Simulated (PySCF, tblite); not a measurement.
# C7H19NSi: geometry, infrared bands and NMR shifts

What infrared bands and NMR shifts should C7H19NSi (`CC(C)C[C@H](C)CN[SiH3]`) show?

Programs: tblite 0.8.0 and PySCF 2.14.0, with density-fitted response routines of our own. Each step states its level of theory. These are calculated values for one molecule in the gas phase, unless marked as measured. Atoms count from 0, in the outputs and in this text.

## Step 1: The molecule as given

28 atoms, charge 0, multiplicity 1; geometry from: force field or distance geometry start.

Bonds of the start (Å): C0–C1 1.52, C1–C2 1.52, C1–C3 1.55, C3–C4 1.55, C4–C5 1.53, C4–C6 1.55, C6–N7 1.46, N7–Si8 1.70, C0–H9 1.09, C0–H10 1.09, C0–H11 1.11, C1–H12 1.11, C2–H13 1.10, C2–H14 1.10, C2–H15 1.10, C3–H16 1.09, C3–H17 1.11, C4–H18 1.10, C5–H19 1.10, C5–H20 1.10, C5–H21 1.09, C6–H22 1.10, C6–H23 1.10, N7–H24 1.02, Si8–H25 1.48, Si8–H26 1.48, Si8–H27 1.47.

## Step 2: Optimising the geometry with GFN2-xTB

Job settings and geometry (Å):

```
{"job": {"kind": "relax", "xc": "GFN2-xTB", "basis": "xTB"}, "charge": 0, "multiplicity": 1}
C     -2.430900    -0.291700    -1.318300
C     -2.263900    -0.152300     0.185300
C     -3.390200     0.679600     0.782200
C     -0.904800     0.481300     0.567000
C      0.357400    -0.268100     0.083600
C      0.410600    -1.707300     0.595700
C      1.612200     0.538400     0.500000
N      2.843200    -0.031000    -0.046700
Si     4.407200     0.551800     0.253500
H     -2.318000     0.676000    -1.813600
H     -1.721700    -0.993800    -1.746800
H     -3.443400    -0.668900    -1.556100
H     -2.337500    -1.154100     0.651000
H     -3.394400     1.697000     0.363100
H     -4.374000     0.236900     0.559300
H     -3.311300     0.760700     1.879800
H     -0.877300     1.506100     0.195100
H     -0.854500     0.550700     1.669900
H      0.336600    -0.294500    -1.014300
H      1.329500    -2.216500     0.271400
H      0.393500    -1.723500     1.697500
H     -0.429700    -2.294500     0.231900
H      1.512100     1.580500     0.173000
H      1.662100     0.549900     1.599300
H      2.730200    -0.144300    -1.052300
H      4.466700     1.905100    -0.338600
H      4.612300     0.607600     1.716700
H      5.357200    -0.353800    -0.411500
```

Started as:

```sh
$ OMP_NUM_THREADS=1 python probes_run.py task.json out
```

The driver reads the jobs from task.json and runs them one after another.

**Question.** This job is followed by: GFN2-xTB harmonic vibrations, gas phase; PBE0-D3(BJ)/def2-SVP geometry optimisation, gas phase; GIAO PBE0/pcSseg-1 NMR shielding, non-relativistic, gas phase; GIAO B3LYP/pcSseg-1 NMR shielding, non-relativistic, gas phase. Predict these results of the whole session: strongest single infrared mode (GFN2-xTB); zero-point energy (GFN2-xTB); point group; rotational constants (main isotopes); ¹³C shifts against TMS (PBE0/pcSseg-1); ¹H shifts against TMS (PBE0/pcSseg-1, means over atoms taken as alike); ¹⁵N shifts against NH3 (PBE0/pcSseg-1); ²⁹Si shifts against TMS (PBE0/pcSseg-1); surface potential, 1st and 99th percentile; range of the shift of N7.

**Answer**, as computed:

| quantity | value |
| --- | --- |
| strongest single infrared mode (GFN2-xTB) | 2162 cm⁻¹, 414 km/mol |
| zero-point energy (GFN2-xTB) | 153.8 kcal/mol |
| point group | C1 |
| rotational constants (main isotopes) | 3.61, 0.45, 0.44 GHz |
| ¹³C shifts against TMS (PBE0/pcSseg-1) | 54.9, 45.6, 36.9, 26.4, 26.2, 21.0, 15.8 ppm |
| ¹H shifts against TMS (PBE0/pcSseg-1, means over atoms taken as alike) | 4.63, 2.90, 1.88, 1.53, 1.06, 0.96, 0.93, 0.84, 0.73, 0.73, -0.77 ppm |
| ¹⁵N shifts against NH3 (PBE0/pcSseg-1) | 20.8 ppm |
| ²⁹Si shifts against TMS (PBE0/pcSseg-1) | -53.5 ppm |
| surface potential, 1st and 99th percentile | -0.35 V and 1.30 V |
| range of the shift of N7 | 20.8 to 26.1 ppm |

**Reading.** Relaxing lowered the energy by 0.208 eV in 109 steps; the close pair that moved most is C6–N7, from 1.462 to 1.442 Å (GFN2-xTB). All 78 modes are real, so the xTB geometry is a minimum. The strongest single mode, at 2162 cm⁻¹, moves mainly H25. Unscaled tight-binding wavenumbers are off by several per cent, some by more. Its intensities can rank the bands wrongly. Relaxing lowered the energy by 0.260 eV in 7 steps; the close pair that moved most is C0–H10, from 1.051 to 1.101 Å (PBE0/def2-SVP). C6 (sp3 CH2 bonded to N) lies farthest downfield among carbon, at 54.9 ppm; deshielded by the electronegative neighbour. At PBE0/pcSseg-1: Shielding is most anisotropic at Si8 (span 125 ppm, paramagnetic term -472 ppm). Across the 2 runs the shift of N7 moves most, between 20.8 (PBE0/pcSseg-1) and 26.1 ppm (B3LYP/pcSseg-1).
